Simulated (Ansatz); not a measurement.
**C₆H₁₄Mg: how energies converge with the basis set**

One table from this session's results is given with a row withheld; the runs are named, their logs left out.

Computed with Ansatz 0.2.0, Gaussian basis. Level: one geometry, several basis sets.

The runs, in order: PBE0-D4/def2-SVP; ωB97M-V/def2-SVP; PBE0-D4/def2-QZVPP; ωB97M-V/def2-QZVPP; the functionals' def2-TZVPP values are taken from earlier runs.

## The relaxed structure

The geometry comes from an earlier relaxation with PBE0-D4 in a triple-zeta def2 set; it is a stationary point, not always the lowest conformer.

SMILES `C[CH](C)[Mg][CH](C)C`, 21 atoms, charge 0, spin multiplicity 1.

Atoms are counted from 1 here; the program's logs count them from 0.

Bond lengths: C1–C2 1.528 Å, C1–H8 1.096 Å, C1–H9 1.095 Å, C1–H10 1.101 Å, C2–C3 1.528 Å, C2–Mg4 2.121 Å, C2–H11 1.100 Å, C3–H12 1.101 Å, C3–H13 1.096 Å, C3–H14 1.095 Å, Mg4–C5 2.121 Å, C5–C6 1.528 Å, C5–C7 1.528 Å, C5–H15 1.100 Å, C6–H16 1.101 Å, C6–H17 1.096 Å, C6–H18 1.095 Å, C7–H19 1.095 Å and more. Angles: C2–C1–H8 112.0°, C2–C1–H9 112.7°, C2–C1–H10 111.8°, H8–C1–H9 107.0°, H8–C1–H10 106.2°, H9–C1–H10 106.8°, C1–C2–C3 110.3°, C1–C2–Mg4 112.7°, C1–C2–H11 107.4°, C3–C2–Mg4 112.7°, C3–C2–H11 107.4°, Mg4–C2–H11 105.9°, C2–C3–H12 111.8°, C2–C3–H13 112.0°, C2–C3–H14 112.7°, H12–C3–H13 106.2°, H12–C3–H14 106.8°, H13–C3–H14 107.0° and more.

Geometry (Å):

```xyz
21

C     2.07095   -2.07594   -0.54139
C     1.49229   -0.88716   -1.30639
C     0.73418   -1.37062   -2.54128
Mg    0.32632    0.38933   -0.07742
C    -0.86743    1.63389    1.15760
C    -2.26754    1.85958    0.59006
C    -0.95462    1.12828    2.59637
H     1.28577   -2.72520   -0.13662
H     2.69930   -1.77051    0.30161
H     2.69288   -2.71390   -1.18799
H     2.33833   -0.27824   -1.65716
H     1.36116   -2.01112   -3.18044
H    -0.14358   -1.97110   -2.27512
H     0.37941   -0.54655   -3.16881
H    -0.36098    2.60987    1.18190
H    -2.86477    2.52714    1.23002
H    -2.83438    0.92449    0.51169
H    -2.25144    2.30829   -0.40852
H     0.02694    1.03900    3.07313
H    -1.43072    0.14263    2.65694
H    -1.55658    1.79864    3.22892
```

Set-up of the first run:

The input, in.yaml:

```yaml
crystal:
  periodic: [false, false, false]
  atoms:
    - {symbol: C, position_ang: [2.070951, -2.075940, -0.541385]}
    - {symbol: C, position_ang: [1.492286, -0.887155, -1.306393]}
    - {symbol: C, position_ang: [0.734181, -1.370621, -2.541277]}
    - {symbol: Mg, position_ang: [0.326322, 0.389329, -0.077424]}
    - {symbol: C, position_ang: [-0.867430, 1.633891, 1.157596]}
    - {symbol: C, position_ang: [-2.267536, 1.859582, 0.590059]}
    - {symbol: C, position_ang: [-0.954620, 1.128280, 2.596367]}
    - {symbol: H, position_ang: [1.285775, -2.725196, -0.136621]}
    - {symbol: H, position_ang: [2.699297, -1.770510, 0.301606]}
    - {symbol: H, position_ang: [2.692876, -2.713900, -1.187985]}
    - {symbol: H, position_ang: [2.338326, -0.278235, -1.657160]}
    - {symbol: H, position_ang: [1.361160, -2.011120, -3.180435]}
    - {symbol: H, position_ang: [-0.143575, -1.971097, -2.275123]}
    - {symbol: H, position_ang: [0.379414, -0.546551, -3.168808]}
    - {symbol: H, position_ang: [-0.360980, 2.609868, 1.181898]}
    - {symbol: H, position_ang: [-2.864772, 2.527137, 1.230022]}
    - {symbol: H, position_ang: [-2.834383, 0.924485, 0.511691]}
    - {symbol: H, position_ang: [-2.251436, 2.308285, -0.408518]}
    - {symbol: H, position_ang: [0.026942, 1.038997, 3.073126]}
    - {symbol: H, position_ang: [-1.430720, 0.142625, 2.656945]}
    - {symbol: H, position_ang: [-1.556579, 1.798644, 3.228918]}
basis:
  gaussian: {orbitals: def2-SVP}
hamiltonian: {xc: pbe0, dispersion: d4}
output: {orbitals: {seedname: orbitals}}
```

Started as:

```
> ansatz run in.yaml --threads 2 --pin off --events-out ev --progress --plain --max-ram 31744MiB --backend cpu
```

Steps of the session up to this table: PBE0-D4 in def2-SVP; ωB97M-V in def2-SVP; PBE0-D4 in def2-QZVPP; ωB97M-V in def2-QZVPP.

One of the session's tables, all rows but one given; the rest of the session is left out.

It belongs to the step «Functionals by basis». 

```
functional       basis  HOMO (eV)
   PBE0-D4    def2-SVP      -5.59
   PBE0-D4  def2-TZVPP      -5.58
   PBE0-D4  def2-QZVPP      -5.59
   ωB97M-V    def2-SVP          ?
   ωB97M-V  def2-TZVPP      -7.71
   ωB97M-V  def2-QZVPP      -7.71
```

Estimate the missing values for ωB97M-V, def2-SVP.

The run gave: HOMO (eV): -7.72. In the column «HOMO (eV)» it is the lowest.
